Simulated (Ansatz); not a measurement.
Working through a test of scalar relativity of GaO

Computed with Ansatz 0.2.0 through its Python package.

Run as a notebook:

In [1]:
```python
import ansatz as az
from ase import Atoms
import numpy as np
```

In [2]:
```python
atoms = Atoms(["Ga", "O"], positions=[
    (0.0, 0.0, 0.0),
    (0.0, 0.0, 1.805),
])
system = az.Crystal.molecule_from_ase(atoms)

setup = (
    system.calculation()
    .functional("pbe0")
    .spin("collinear", total=1)  # two spin channels
    .forces()
)
# a set contracted for a scalar-relativistic Hamiltonian goes with the relativistic run
sets = {"none": "cc-pVTZ", "scalar": "cc-pVTZ-DK"}
found = {kind: setup.basis(gaussian=basis).pseudopotentials(relativity=kind).run(threads=1).report for kind, basis in sets.items()}
for kind, each in found.items():
    dipole = 4.803205 * np.linalg.norm(each["charge_distribution"]["dipole_moment_e_ang"])
    print(f"{kind:7s} E = {each['free_energy_ev']:.4f} eV  dipole {dipole:.3f} D  largest force component {np.abs(each['forces_ev_ang']).max():.4f} eV/A")
print(f"relativity lowers the total energy by {found['none']['free_energy_ev'] - found['scalar']['free_energy_ev']:.3f} eV")
```
```text
none    E = -54416.0102 eV  dipole 3.720 D  largest force component 1.9453 eV/A
scalar  E = -54934.2216 eV  dipole 3.690 D  largest force component 1.9049 eV/A
relativity lowers the total energy by 518.211 eV
```

The total moves by -518.2 eV, nearly all in the cores, and the dipole from 3.72 to 3.69 D.

Reading the output:
- Total energies depend on the basis set; only differences at equal settings carry meaning.
- The geometry is a force-field or estimated start, not a minimum of this method. The basis set changes with the Hamiltonian (a set recontracted for scalar relativity), and most of the change in the total lies in the cores.
- The run takes the species as open-shell (spin multiplicity 2), which needn't be its ground state.
- The spin state was assumed, and another may lie lower.
- The whole script took 16 s on 1 thread of Arm Neoverse N1, on a shared host, peak memory 0.27 GiB.
